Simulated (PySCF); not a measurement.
Crystal: O2GeSiH4, in a box.

```xyz
8
Lattice="13.0000 0.0000 0.0000 0.0000 14.0000 0.0000 0.0000 0.0000 12.0000" Properties=species:S:1:pos:R:3 pbc="T T T"
O     8.1342    9.3450    5.9647
Ge    8.3480    7.7423    5.2338
O     6.8083    7.0399    5.8462
Si    6.0089    5.6106    5.7586
H     7.3113    9.4170    6.4618
H     4.6780    5.8217    5.1327
H     6.7727    4.6250    4.9425
H     5.8233    5.0589    7.1255
```

Program: PySCF 2.14.0. Alike in all runs: task atomic charges; potentials or basis pob-tzvp-rev2 (all-electron); no spin polarisation; cell as given; k mesh 1 × 1 × 1; smearing fixed.

Order these runs on this cell by their band gap on the k mesh, lowest first.
A. level MN15-L
B. level WC
C. level PBE50; exxdiv ewald

B (4.16 eV), A (4.64 eV), C (8.39 eV).

Caveats: this is a molecule in a periodic box at the Γ point, so its band gap is the HOMO-LUMO gap; relativity is left out, which matters for the heavier elements; the basis of atomic orbitals isn't converged, which shifts pressures, moduli and gaps; this basis is made for solids and lacks diffuse functions, so gaps of a molecule come out too wide by an eV or more.

A k mesh can miss the band edges.

Not every run made on this cell is shown here.
